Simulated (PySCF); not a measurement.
# CoH₃O₃−: ligand-field states, part 2 of 2

PySCF 2.14.0. Atoms count from 0.

## (6) Ligand-field states: state-averaged CASSCF (pyramidal angle at 110°) in water

The job: settings as JSON, then the geometry in Å.

```
{"job": {"kind": "lf", "basis": {"metal": "x2c-TZVPall", "ligand": "x2c-SVPall"}, "nevpt": true, "solvent": "water", "reuse": true}, "charge": -1, "metal": "Co", "open_shell": "d7"}
Co     0.000000     0.000000     0.000000
O      1.780718     0.000000    -0.648128
H      2.288152     0.800000    -0.832819
O     -0.890359     1.542147    -0.648128
H     -1.836896     1.581597    -0.832819
O     -0.890359    -1.542147    -0.648128
H     -0.451255    -2.381597    -0.832819
```

With the program's defaults for keys left out, this is: state-averaged CASSCF of the metal d shell, SC-NEVPT2 on the averaged canonical orbitals, state-interaction spin-orbit coupling.

Log:

```text
basis functions 105, electrons 55, active (7e, 5o)
start from the orbitals of the previous structure
stage 1: DIIS on the effective Fock matrix, level shift 0.30
cycle   1  E = -1617.8309478255  dE = -1.618e+03  max|g| = 6.848e-01
cycle   2  E = -1618.1958833200  dE = -3.649e-01  max|g| = 1.729e-01
cycle   3  E = -1618.2266971401  dE = -3.081e-02  max|g| = 6.445e-02
cycle   4  E = -1618.2140609140  dE =  1.264e-02  max|g| = 7.480e-02
cycle   5  E = -1618.2130348326  dE =  1.026e-03  max|g| = 7.868e-02
cycle   6  E = -1618.2194955077  dE = -6.461e-03  max|g| = 6.460e-02
cycle   7  E = -1618.2254517266  dE = -5.956e-03  max|g| = 5.487e-02
cycle   8  E = -1618.2234442246  dE =  2.008e-03  max|g| = 6.171e-02
cycle   9  E = -1618.2196887538  dE =  3.755e-03  max|g| = 7.434e-02
cycle  10  E = -1618.2116651914  dE =  8.024e-03  max|g| = 9.615e-02
cycle  11  E = -1618.1703722795  dE =  4.129e-02  max|g| = 1.779e-01
cycle  12  E = -1618.0380743860  dE =  1.323e-01  max|g| = 3.125e-01
cycle  13  E = -1617.8160532383  dE =  2.220e-01  max|g| = 3.993e-01
cycle  14  E = -1617.6224715696  dE =  1.936e-01  max|g| = 5.078e-01
cycle  15  E = -1617.4788220153  dE =  1.436e-01  max|g| = 6.114e-01
stage 2: quasi-Newton rotations from the point of smallest gradient
cycle  17  E = -1618.2365278960  dE = -1.108e-02  max|g| = 9.897e-03
cycle  18  E = -1618.2368348973  dE = -3.070e-04  max|g| = 8.955e-03
cycle  19  E = -1618.2368719104  dE = -3.701e-05  max|g| = 5.436e-03
cycle  20  E = -1618.2368884693  dE = -1.656e-05  max|g| = 5.428e-04
cycle  21  E = -1618.2368891660  dE = -6.968e-07  max|g| = 2.662e-04
cycle  22  E = -1618.2368893100  dE = -1.440e-07  max|g| = 6.849e-05
cycle  23  E = -1618.2368893216  dE = -1.165e-08  max|g| = 1.390e-05
cycle  24  E = -1618.2368893223  dE = -6.735e-10  max|g| = 5.810e-06
converged average energy = -1618.2368893223

 mult deg   label        CASSCF/cm-1   NEVPT2/cm-1
   4   1   4A                  0.0           0.0
   4   2   4E                738.6         530.3
   4   2   4E               3413.0        4018.8
   4   1   4A               4858.8        5878.7
   4   1   4A               6756.5        8316.8
   2   2   2E              17438.9       14618.0
   4   2   4E              19286.6       16850.2
   2   2   2E              18720.0       17244.2
   2   1   2A              19287.3       17848.1
   2   1   2A              19258.2       17886.1
   2   2   2E              20397.9       18896.2
   2   2   2E              22878.3       20222.8
   2   1   2A              24078.5       20608.9
   2   1   2A              21803.2       21093.2
   2   2   2E              24450.6       22839.4
   4   1   4A              25151.3       23733.0
   2   1   2A              25885.3       23836.9
   2   2   2E              27660.5       25921.2
   2   1   2A              27702.8       26027.6
   2   2   2E              28011.4       26679.6
   2   2   2E              29930.1       27769.3
   2   1   2A              29346.1       27783.3
   2   2   2E              29634.5       28783.3
   2   2   2E              31108.5       29272.8
   2   1   2A              30375.7       29986.9
   2   1   2A              43321.9       38388.1
   2   1   2A              43135.8       38447.9
   2   2   2E              44989.6       40566.1
   2   2   2E              45759.1       41369.0
   2   1   2A              46461.0       42369.1
   2   2   2E              65610.5       57095.5
   2   2   2E              70649.1       62978.7
   2   1   2A              72159.0       64461.6

spin-orbit levels / cm-1
      0.00  x2  4A 0.68 4E 0.32
    180.63  x2  4A 0.75 4E 0.24
    846.72  x2  4E 0.96
    946.66  x2  4E 0.98
   1112.73  x2  4E 0.74 4A 0.24
   1317.77  x2  4E 0.68 4A 0.31
   4250.61  x2  4E 0.96
   4393.91  x2  4E 0.96
   4573.49  x2  4E 0.96
   4766.84  x2  4E 0.97
   6188.66  x2  4A 0.92 4A 0.06
   6362.64  x2  4A 0.97
   8832.47  x2  4A 0.98
   8931.84  x2  4A 0.93 4A 0.06
  14894.90  x2  2E 0.96 2E 0.03
  15115.02  x2  2E 0.98
  17042.13  x2  4E 1.00
  17150.42  x2  4E 0.96
  17248.51  x2  4E 0.93
  17440.67  x2  4E 0.92
  17580.44  x2  2E 0.63 2A 0.16 4E 0.10
  17636.18  x2  2E 0.90 2E 0.03
  18355.29  x2  2A 0.82 2E 0.12 2A 0.03
  18506.11  x2  2A 0.75 2E 0.18 2A 0.05
  19311.95  x2  2E 0.95
  19362.08  x2  2E 0.94
  20622.28  x2  2E 0.93
  20778.10  x2  2E 0.84 2A 0.07 2A 0.05
  21144.70  x2  2A 0.84 2A 0.05 2E 0.04
  21635.92  x2  2A 0.86 2E 0.07
```

Run time: 3.4 s. Hardware: 1 thread of Arm Neoverse V2, shared host; peak memory 0.3 GiB.

In short:

| quantity | value |
| --- | --- |
| spin-orbit constant ζ | 509 cm⁻¹ |

Powder susceptibility:

| T (K) | χT (cm³ K/mol) | μ(eff) |
| --- | --- | --- |
| 2 | 2.287 | 4.28 |
| 20 | 2.554 | 4.52 |
| 100 | 3.465 | 5.26 |
| 300 | 3.909 | 5.59 |

## (7) The runs side by side

From the NEVPT2 states (cm⁻¹; the spread is that of the fitted one-electron ligand-field levels):

| step | setting | ground state | next state | orbital spread | Racah B | ζ | μ(eff), 300 K |
| --- | --- | --- | --- | --- | --- | --- | --- |
| 2 | as given | 4E'' | 4A' at 364 | 8645 | 1025 | 506 | 5.96 |
| 3 | pyramidal angle at 95 | 4E | 4A at 276 | 8512 | 1024 | 506 | 5.97 |
| 4 | pyramidal angle at 100 | 4E | 4A at 47 | 8150 | 1020 | 507 | 5.95 |
| 5 | pyramidal angle at 105 | 4A | 4E at 244 | 7633 | 1014 | 508 | 5.81 |
| 6 | pyramidal angle at 110 | 4A | 4E at 530 | 7032 | 1006 | 509 | 5.59 |

## (8) Outcome

This closing draws on all 2 parts.

```
                                                                 quantity       value
           spin-orbit constant ζ (step 2, state-averaged CASSCF in water)    506 cm⁻¹
ground multiplicity, μ(eff) at 300 K (step 2, 3 donors at 1.89 to 1.90 Å)  4, 5.96 μB
ground multiplicity, μ(eff) at 300 K (step 3, 3 donors at 1.89 to 1.90 Å)  4, 5.97 μB
ground multiplicity, μ(eff) at 300 K (step 4, 3 donors at 1.89 to 1.90 Å)  4, 5.95 μB
        ground multiplicity, μ(eff) at 300 K (step 5, 3 donors at 1.89 Å)  4, 5.81 μB
        ground multiplicity, μ(eff) at 300 K (step 6, 3 donors at 1.90 Å)  4, 5.59 μB
```

In words: In step 2, χT goes from 2.64 at 2 K to 4.45 cm³ K/mol at 300 K, as higher levels fill or mix in. The spread of the ligand-field levels runs from 7032 cm⁻¹ (pyramidal angle at 110) to 8645 cm⁻¹ (as given); μ(eff) at 300 K: 5.59 to 5.97 μB.
